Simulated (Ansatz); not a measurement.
# HfH (quartet): the correlation ladder, def2-TZVPP

One table from this session's results is given with a row withheld; the runs are named, their logs left out.

Method: def2-TZVPP, core rule «outside noble gas», up to 4 orbitals frozen; program: Ansatz 0.2.0, Gaussian basis.

The runs, in order: UHF; CCSD(T) on ROHF; CCSD(T) on UHF; CCSDT(Q) on ROHF; CCSDT(Q) on UHF.

17 further runs of the same task are left out: 10 for a known fault of the program, 2 that didn't finish, 5 set aside as unsound or not needed.

## The geometry

The geometry is a PBE0/def2-TZVP stationary point (not a proven minimum) of the parent state, kept for this charge and spin. No spin-orbit coupling is included. Elements past krypton take def2 core potentials.

2 atoms, charge 0, spin multiplicity 4.

Atoms are counted from 1 here; the program's logs count them from 0.

Bond lengths: Hf1–H2 1.832 Å.

Coordinates:

```xyz
2

Hf    0.00000    0.00000    0.00000
H     0.00000    0.00000    1.83162
```

Set-up of the first run:

in.yaml reads:

```yaml
crystal:
  periodic: [false, false, false]
  atoms:
    - {symbol: Hf, position_ang: [0.000000, 0.000000, 0.000000]}
    - {symbol: H, position_ang: [0.000000, 0.000000, 1.831618]}
basis:
  gaussian: {orbitals: def2-TZVPP}
magnetization: {spin_polarized: true, initial_magnetization: 3}
hamiltonian: {xc: hf}
output: {orbitals: {seedname: orbitals}}
```

Command:

```
> ansatz run in.yaml --threads 1 --pin off --events-out ev --progress --plain --max-ram 4096MiB --backend cpu
```

Steps of the session up to this table: UHF; CCSD(T) on ROHF; CCSD(T) on UHF; CCSDT(Q) on ROHF; CCSDT(Q) on UHF.

One of the session's tables, all rows but one given; the rest of the session is left out.

| method | from RCCSDT(Q) (meV) |
| --- | --- |
| ROHF | +1864.8 |
| UHF | +1752.5 |
| RMP2 | +459.1 |
| UMP2 | +358.0 |
| RCCSD | +75.5 |
| UCCSD | -19.3 |
| RCCSD(T) | +27.4 |
| UCCSD(T) | -66.3 |
| RCCSDT | ? |
| UCCSDT | -85.1 |
| RCCSDT(Q) | 0 |
| UCCSDT(Q) | -86.7 |

**Question.** Estimate the row for RCCSDT.

**Answer.** from RCCSDT(Q) (meV): +2.9. In the column «from RCCSDT(Q) (meV)» it lies between RCCSDT(Q) (0) and RCCSD(T) (+27.4).

To keep in mind: Restricted and unrestricted rows rest on different reference determinants; where their highest levels disagree by more than a few hundredths of an eV, they describe different states and don't form one ladder.
